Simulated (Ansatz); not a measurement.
# CH9BO2Si2: the cost of one run

Method: RKS LDA/6-31G, in Ansatz 0.2.0.

### Step 1. Starting point

Bond lengths: O1–C2 1.351 Å, C2–B3 1.564 Å, B3–Si4 2.034 Å, Si4–Si5 2.238 Å, Si5–O6 1.714 Å, O1–H7 1.036 Å, C2–H8 1.099 Å, C2–H9 1.112 Å, B3–H10 1.196 Å, Si4–H11 1.457 Å, Si4–H12 1.420 Å, Si5–H13 1.506 Å, Si5–H14 1.470 Å, O6–H15 1.002 Å. Angles (14 of 23 angles, heavy atoms first): O1–C2–B3 108.0°, C2–B3–Si4 121.2°, B3–Si4–Si5 106.2°, Si4–Si5–O6 111.5°, O1–C2–H8 110.8°, O1–C2–H9 112.1°, B3–C2–H8 107.9°, B3–C2–H9 109.2°, C2–O1–H7 106.5°, C2–B3–H10 122.5°, Si4–B3–H10 116.3°, B3–Si4–H11 107.3°, B3–Si4–H12 109.4°, Si5–Si4–H11 109.4°.

Coordinates:

```xyz
15

O    -2.2810   -1.0243   -0.7345
C    -1.0163   -1.1744   -1.1846
B    -0.1049   -1.5212    0.0384
Si    1.5282   -0.3950    0.4882
Si    0.7610    1.6527    0.9631
O     0.0667    2.3978   -0.4151
H    -2.3519   -0.0554   -0.3758
H    -0.9524   -2.0068   -1.9000
H    -0.6346   -0.2519   -1.6748
H    -0.2981   -2.4756    0.7335
H     2.1380   -0.9716    1.6787
H     2.3934   -0.3484   -0.6370
H    -0.2893    1.6250    2.0424
H     1.8823    2.4746    1.4414
H    -0.8628    2.0240   -0.4348
```

### Step 2. End point A

The input, input.yaml:

```yaml
crystal:
  periodic: [false, false, false]
  atoms:
    - { symbol: O, position_ang: [-2.281, -1.0243, -0.7345] }
    - { symbol: C, position_ang: [-1.0163, -1.1744, -1.1846] }
    - { symbol: B, position_ang: [-0.1049, -1.5212, 0.0384] }
    - { symbol: Si, position_ang: [1.5282, -0.395, 0.4882] }
    - { symbol: Si, position_ang: [0.761, 1.6527, 0.9631] }
    - { symbol: O, position_ang: [0.0667, 2.3978, -0.4151] }
    - { symbol: H, position_ang: [-2.3519, -0.0554, -0.3758] }
    - { symbol: H, position_ang: [-0.9524, -2.0068, -1.9] }
    - { symbol: H, position_ang: [-0.6346, -0.2519, -1.6748] }
    - { symbol: H, position_ang: [-0.2981, -2.4756, 0.7335] }
    - { symbol: H, position_ang: [2.138, -0.9716, 1.6787] }
    - { symbol: H, position_ang: [2.3934, -0.3484, -0.637] }
    - { symbol: H, position_ang: [-0.2893, 1.625, 2.0424] }
    - { symbol: H, position_ang: [1.8823, 2.4746, 1.4414] }
    - { symbol: H, position_ang: [-0.8628, 2.024, -0.4348] }
basis:
  gaussian: { orbitals: "6-31G" }
hamiltonian:
  xc: lda
relax:
  f_tol: 0.015
  max_steps: 40
```

On the command line:

```console
ansatz run input.yaml --threads 1 --pin off --max-ram 2048MiB --backend cpu --events-out ev --progress --plain --runs-dir out
```

What time and memory should one allow on 1 thread of Arm Neoverse V2, shared host?

About 1.8 min, with a peak of 0.15 GiB.
